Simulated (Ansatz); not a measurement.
# CdSnTe2: from the start to rest

The start is CdSnTe2, a structure type of another compound, with these elements put in. Where does it settle when we relax the atoms in a fixed cell, and what is it like there?

Method: DFT, r2SCAN, no spin polarisation, plane waves, PAW, in Ansatz 0.2.0.

## 1. The system as given

The structure is hexagonal, space group P6_3/mmc (No. 194). Conventional cell: a = 5.372 Å, b = 5.372 Å, c = 10.885 Å, α = 90.00°, β = 90.00°, γ = 120.00°. Around Te (site symmetry 3m) lie 4 Te at 3.57 to 3.67 Å and 3 Cd at 3.60 Å and 4 Sn at 3.60 to 3.61 Å. Cd (site symmetry -6m2) has 3 Sn at 3.10 Å and 6 Te at 3.60 Å as nearest neighbours. Sn (site symmetry -6m2) is surrounded by 3 Cd at 3.10 Å and 8 Te at 3.60 to 3.61 Å.

In its conventional cell, by symmetry (the run takes the cell typed in the input):

```cif
data_structure
_symmetry_space_group_name_H-M 'P6_3/mmc'
_symmetry_Int_Tables_number 194
_cell_length_a 5.3720
_cell_length_b 5.3720
_cell_length_c 10.8851
_cell_angle_alpha 90.000
_cell_angle_beta 90.000
_cell_angle_gamma 120.000
_cell_volume 272.05
loop_
_atom_site_label
_atom_site_type_symbol
_atom_site_symmetry_multiplicity
_atom_site_Wyckoff_symbol
_atom_site_fract_x
_atom_site_fract_y
_atom_site_fract_z
_atom_site_occupancy
Te1 Te 4 f 0.33333 0.66667 0.41840 1
Cd1 Cd 2 b 0.00000 0.00000 0.25000 1
Sn1 Sn 2 d 0.33333 0.66667 0.75000 1
```

The first density is read from a saved solution for the starting cell.

## 2. Relaxing

The input, input.yaml:

```yaml
crystal:
  lattice:
    - [5.372045, 0.0, 0.0]
    - [-2.686022, 4.652331, 0.0]
    - [0.0, 0.0, 10.885119]
  atoms:
    - { symbol: Te, position: [0.3333, 0.6667, 0.4184] }
    - { symbol: Te, position: [0.6666, 0.3333, 0.9184] }
    - { symbol: Te, position: [0.3333, 0.6667, 0.0816] }
    - { symbol: Te, position: [0.6667, 0.3334, 0.5816] }
    - { symbol: Cd, position: [0.0, 0.0, 0.25] }
    - { symbol: Cd, position: [0.0, 0.0, 0.75] }
    - { symbol: Sn, position: [0.3333, 0.6667, 0.75] }
    - { symbol: Sn, position: [0.6666, 0.3333, 0.25] }
  symmetry: { tolerance: 0.0003 }
kpoints:
  mp_grid: { grid: [7, 7, 3], shift: [0, 0, 0] }
magnetization:
  spin_polarized: false
scf:
  occupations: { method: fermi_dirac }
  lower_state_search: "off"
hamiltonian:
  pseudopotentials: { kind: paw }
  xc: r2scan
basis:
  ecutwfc: 500
  fft_grid_basis: typed
relax:
  max_steps: 40
  f_tol: 0.03
output:
  forces: true
  stress: true
  eigenvalues: true
  bader: true
  populations: true
  elf: true
  write_potential: true
  volumetric_format: npy
  dos:
    e_range: [-12, 8]
    de: 0.05
    projected: { site_lists: { Cd: [Cd], Sn: [Sn], Te: [Te] } }
checkpoint:
  read: saved_state
```

Launch:

```bash
$ ansatz run input.yaml --threads 2 --pin off --max-ram 3584MiB --backend cpu --events-out ev --progress --plain --runs-dir out
```

What does the calculation give? Wanted: moves; energy gained; largest move; pressure left in the fixed cell; character; Bader charges.

**Answer**, as computed:

| quantity | value |
| --- | --- |
| moves | 0 |
| energy gained | 0.0 meV/atom |
| largest move | 0.00 Å |
| space group (0.01 Å), before / after | P6_3/mmc / P6_3/mmc |
| pressure left in the fixed cell | -4.1 GPa |
| character | metal |
| density of states, mean within 0.25 eV of the Fermi level | 6.9 per eV per cell |
| Bader charges | Te -0.39, Cd +0.31, Sn +0.47 e |

**Reading.** In the fixed cell the atoms end where they began within the cell. The fixed cell still holds a mean pressure of -4.1 GPa, so it would shrink if let free. The run held to 24 symmetry operations, so a lower structure without them is not ruled out. It is a metal; within 0.25 eV of the Fermi level the density of states averages 6.9 per eV per cell, mostly Te p (73 %) and Sn p (14 %). Sn loses most charge (+0.47 e on average) and Te gains most (-0.39 e).

Keep in mind: the SCF threshold is loose for a stress.
